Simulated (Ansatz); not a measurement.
# C2H7BrGe: a ladder of functionals and wavefunction methods

An exercise on one series of results from a longer session: the logs are not shown, and one member is left open.

Program: Ansatz 0.2.0, Gaussian basis. Level of theory: functionals in def2-TZVPP, the program's frozen cores in correlated methods. These are calculated values, not measurements.

Plan: PBE-D4, r2SCAN-D4, PBE0-D4, B3LYP-D4, ωB97X-V, ωB97M-V, B2PLYP; CCSD(T)/def2-TZVPP; MP2/def2-QZVPP; extrapolation to the limit.

### The geometry

An earlier PBE0-D4 in a triple-zeta def2 set relaxation fixed the geometry.

SMILES `C[CH]([GeH3])Br`, 11 atoms, charge 0, spin multiplicity 1.

Atoms are counted from 1 here; the program's logs count them from 0.

Bond lengths: C1–C2 1.511 Å, C1–H5 1.095 Å, C1–H6 1.092 Å, C1–H7 1.092 Å, C2–Ge3 1.971 Å, C2–Br4 1.961 Å, C2–H8 1.090 Å, Ge3–H9 1.542 Å, Ge3–H10 1.535 Å, Ge3–H11 1.534 Å. Angles: C2–C1–H5 109.5°, C2–C1–H6 111.5°, C2–C1–H7 111.4°, H5–C1–H6 108.1°, H5–C1–H7 108.1°, H6–C1–H7 108.1°, C1–C2–Ge3 114.0°, C1–C2–Br4 110.2°, C1–C2–H8 111.1°, Ge3–C2–Br4 107.7°, Ge3–C2–H8 109.4°, Br4–C2–H8 104.0°, C2–Ge3–H9 108.5°, C2–Ge3–H10 108.4°, C2–Ge3–H11 109.8°, H9–Ge3–H10 109.6°, H9–Ge3–H11 109.8°, H10–Ge3–H11 110.6°.

As a file:

```mol
C2H7BrGe
  3D, bonds by distance, orders not assigned

 11 10  0  0  0  0  0  0  0  0999 V2000
   -0.6785    1.2703   -0.0389 C   0  0
   -0.6027   -0.2290   -0.2071 C   0  0
    1.1055   -1.0151    0.3831 Ge  0  0
   -0.8623   -0.7146   -2.0887 Br  0  0
   -0.5774    1.5256    1.0210 H   0  0
    0.1201    1.7745   -0.5867 H   0  0
   -1.6336    1.6635   -0.3938 H   0  0
   -1.4255   -0.7240    0.3084 H   0  0
    1.3087   -0.6817    1.8749 H   0  0
    2.2386   -0.3902   -0.4428 H   0  0
    1.0723   -2.5362    0.1911 H   0  0
  1  2  8  0
  2  3  8  0
  2  4  8  0
  1  5  8  0
  1  6  8  0
  1  7  8  0
  2  8  8  0
  3  9  8  0
  3 10  8  0
  3 11  8  0
M  END
```

Set-up of the first run:

File in.yaml:

```yaml
crystal:
  periodic: [false, false, false]
  atoms:
    - {symbol: C, position_ang: [-0.678459, 1.270319, -0.038911]}
    - {symbol: C, position_ang: [-0.602704, -0.229026, -0.207068]}
    - {symbol: Ge, position_ang: [1.105520, -1.015095, 0.383050]}
    - {symbol: Br, position_ang: [-0.862289, -0.714606, -2.088683]}
    - {symbol: H, position_ang: [-0.577383, 1.525567, 1.020965]}
    - {symbol: H, position_ang: [0.120126, 1.774499, -0.586745]}
    - {symbol: H, position_ang: [-1.633584, 1.663500, -0.393828]}
    - {symbol: H, position_ang: [-1.425548, -0.724033, 0.308391]}
    - {symbol: H, position_ang: [1.308695, -0.681735, 1.874907]}
    - {symbol: H, position_ang: [2.238559, -0.390197, -0.442776]}
    - {symbol: H, position_ang: [1.072268, -2.536193, 0.191096]}
basis:
  gaussian: {orbitals: def2-TZVPP}
hamiltonian: {xc: pbe, dispersion: d4}
output: {forces: true, orbitals: {seedname: orbitals}}
```

Started as:

```bash
> ansatz run in.yaml --threads 2 --pin off --events-out ev --progress --plain --max-ram 31744MiB --backend cpu
```

Steps of the session up to this table: PBE-D4 (GGA); r2SCAN-D4 (meta-GGA); PBE0-D4 (hybrid); B3LYP-D4 (hybrid); ωB97X-V (range-separated); ωB97M-V (range-separated); B2PLYP (double hybrid); CCSD(T) in def2-TZVPP; MP2 in def2-QZVPP.

One of the session's tables, all rows but one given; the rest of the session is left out.

| method | atomisation energy (kcal/mol) |
| --- | --- |
| PBE-D4 | 866.0 |
| r2SCAN-D4 | 860.6 |
| PBE0-D4 | 858.4 |
| B3LYP-D4 | 854.8 |
| ωB97X-V | 860.8 |
| ωB97M-V | 855.8 |
| B2PLYP | 846.9 |
| HF/def2-TZVPP | ? |
| MP2/def2-TZVPP | 847.8 |
| CCSD/def2-TZVPP | 833.3 |
| CCSD(T)/def2-TZVPP | 844.5 |
| MP2/CBS | 865.9 |
| CCSD(T)/CBS | 862.6 |

Q: Estimate the row for HF/def2-TZVPP from the others.

The run gave: atomisation energy (kcal/mol): 635.4. In the column «atomisation energy (kcal/mol)» it is the lowest.
